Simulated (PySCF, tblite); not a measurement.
# C₆H₆F₂: geometry, infrared bands and NMR shifts

Aim: predict the infrared bands and NMR shifts of C₆H₆F₂ (`C#C[C@]1(F)C[C@H](F)C1`).

Computed with tblite 0.8.0 and PySCF 2.14.0, with density-fitted response routines of our own, on a single molecule in the gas phase. Atoms are numbered from 0 throughout.

### 1 Starting geometry

14 atoms, charge 0, multiplicity 1; geometry from: force field or distance geometry start.

Bonds of the start (Å): C0–C1 1.22, C1–C2 1.43, C2–F3 1.36, C2–C4 1.56, C4–C5 1.55, C5–F6 1.35, C5–C7 1.55, C7–C2 1.55, C0–H8 1.06, C4–H9 1.10, C4–H10 1.09, C5–H11 1.10, C7–H12 1.09, C7–H13 1.09.

### 2 Optimising the geometry with GFN2-xTB

The job: settings as JSON, then the geometry in Å.

```
{"job": {"kind": "relax", "xc": "GFN2-xTB", "basis": "xTB"}, "charge": 0, "multiplicity": 1}
C      2.886400    -0.212700     0.393800
C      1.713300     0.107300     0.366300
C      0.330700     0.479500     0.359200
F      0.170000     1.648300     1.035300
C     -0.677900    -0.636400     0.756400
C     -1.617000    -0.083400    -0.349900
F     -2.310900    -1.001100    -1.048500
C     -0.343500     0.476200    -1.036200
H      3.913000    -0.485600     0.415700
H     -0.338900    -1.660300     0.564300
H     -1.074300    -0.577200     1.765500
H     -2.269500     0.713100     0.028800
H      0.085800    -0.218300    -1.758800
H     -0.468000     1.450200    -1.513800
```

Launch:

```
$ OMP_NUM_THREADS=1 python probes_run.py task.json out
```

This one command runs all jobs of the session in turn.

**Question.** This job is followed by: GFN2-xTB harmonic vibrations, gas phase; GIAO PBE0/pcSseg-1 NMR shielding, non-relativistic, gas phase. Predict these results of the whole session: strongest single infrared mode (GFN2-xTB); zero-point energy (GFN2-xTB); ¹³C shifts against TMS (PBE0/pcSseg-1, means over atoms taken as alike); ¹H shifts against TMS (PBE0/pcSseg-1, means over atoms taken as alike); ¹⁹F shifts against CFCl3 (PBE0/pcSseg-1); surface potential, 1st and 99th percentile.

The runs gave:

| quantity | value |
| --- | --- |
| strongest single infrared mode (GFN2-xTB) | 1118 cm⁻¹, 86 km/mol |
| zero-point energy (GFN2-xTB) | 63.6 kcal/mol |
| ¹³C shifts against TMS (PBE0/pcSseg-1, means over atoms taken as alike) | 87.5, 85.3, 84.8, 84.3, 48.7 ppm |
| ¹H shifts against TMS (PBE0/pcSseg-1, means over atoms taken as alike) | 5.37, 3.07, 2.86, 2.39 ppm |
| ¹⁹F shifts against CFCl3 (PBE0/pcSseg-1) | -175.5, -195.0 ppm |
| surface potential, 1st and 99th percentile | -1.00 V and 1.54 V |

In words: Over 52 steps the energy fell by 0.209 eV; of the close pairs, C2–F3 changed most, 1.360 to 1.386 Å. All 36 modes are real, so the xTB geometry is a minimum. The strongest single mode, at 1118 cm⁻¹, is spread over many atoms; the largest shares are those of C2, C5. Unscaled tight-binding wavenumbers are off by several per cent, some by more. Its intensities can rank the bands wrongly. H11 (hydrogen on an sp3 CH bonded to F) lies farthest downfield among hydrogen, at 5.37 ppm; its carbon carries F, which withdraws density. At PBE0/pcSseg-1: Shielding is most anisotropic at C1 (span 308 ppm, paramagnetic term -161 ppm).
